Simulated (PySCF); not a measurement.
**ZrF: bond curves at several levels of theory**

One job finds the state of ZrF, follows it along the bond with each method and fits the curves.

The runs use PySCF 2.14.0; Zr def2-TZVPP with ECP28, F def2-TZVPP, scalar-relativistic core potentials.

### Step 1. Set-up

A driver script around PySCF takes these settings:

| Quantity | Value |
| --- | --- |
| atoms | Zr, F |
| charge | 0 |
| basis | Zr def2-TZVPP with ECP28, F def2-TZVPP |
| Hamiltonian | scalar-relativistic core potentials |
| basis functions | 87 |
| electrons treated | 21 |
| masses in u | 89.9047, 18.9984 |
| levels | PBE0, PBE, r²SCAN, MN15, TPSSh, M06-L, BLYP, CAM-B3LYP, HF, MP2, SCS-MP2, CCSD, CCSD(T) |
| grid | 80 radial by 434 angular points |
| occupations | held fixed by the projection of orbital angular momentum |
| dissociation limit | Zr + F, each in its ground configuration |
| starting distance in angstrom | 2.020 |
| values of 2S to try | 1, 3, 5 |

Command:

```sh
OMP_NUM_THREADS=1 python dia.py task.json out
```

Further steps of the session: First curve: PBE0; Excited determinants; PBE; r²SCAN; MN15; TPSSh (hybrid meta-GGA); M06-L (meta-GGA); BLYP; CAM-B3LYP; UHF (mean field); MP2 and coupled cluster.

Q: Predict the outcome of this session. Wanted: for each run, Re; ωe; De; μ.

The runs gave:

Lowest PBE0 solution found, without spin–orbit coupling: ⁴Σ⁻ (quartet), unpaired electrons σ ↑, δ ↑↑. State 2 has its PBE0 minimum 0.03 eV higher, as a spin-mixed determinant (⟨S²⟩ = 1.22), so this is no gap between pure states. State 3 has its PBE0 minimum 0.30 eV higher. State 4 has its PBE0 minimum 0.31 eV higher. The other levels ran on the lowest alone.

```
      level  Re (Å)  ωe (cm⁻¹)  De (eV)  μ (D)
        UHF   1.912        637     4.61  -3.34
    UHF-MP2   1.886        657     6.44    n/a
UHF-SCS-MP2   1.896        647     5.92    n/a
   UHF-CCSD   1.895        651     5.86    n/a
UHF-CCSD(T)   1.894        653     5.98    n/a
        PBE   1.883        654     6.87  -2.89
       BLYP   1.900        639     6.43  -2.95
     r²SCAN   1.881        663     6.77  -3.31
      M06-L   1.889        649     5.87  -3.23
      TPSSh   1.884        661     6.42  -3.17
       PBE0   1.877        664     6.45  -3.12
       MN15   1.882        664     6.49  -3.16
  CAM-B3LYP   1.889        657     6.26  -3.10
```

De is counted to Zr + F in their ground configurations. A positive dipole means Zr(−)F(+).

Differences from CCSD(T) in the same basis:

| level | Re (mÅ) | ωe (%) |
| --- | --- | --- |
| UHF | +18 | -2.5 |
| UHF-MP2 | -7 | +0.6 |
| UHF-SCS-MP2 | +3 | -1.0 |
| UHF-CCSD | +2 | -0.3 |
| PBE | -11 | +0.2 |
| BLYP | +6 | -2.2 |
| r²SCAN | -12 | +1.5 |
| M06-L | -5 | -0.6 |
| TPSSh | -10 | +1.3 |
| PBE0 | -16 | +1.7 |
| MN15 | -11 | +1.6 |
| CAM-B3LYP | -5 | +0.5 |

**Reading.** Judged by CCSD(T) in the same basis: best bond length UHF-CCSD (+2 mÅ), worst UHF (+18 mÅ); best wavenumber PBE (+0.2 %), worst UHF (-2.5 %). Among the levels with a De in the table, it runs from 4.61 eV (UHF) to 6.87 eV (PBE).

Correlated steps freeze 1 core orbital. With d or f electrons several states lie close, and the lowest PBE0 determinant need not be the measured ground state. Spin–orbit coupling is left out.
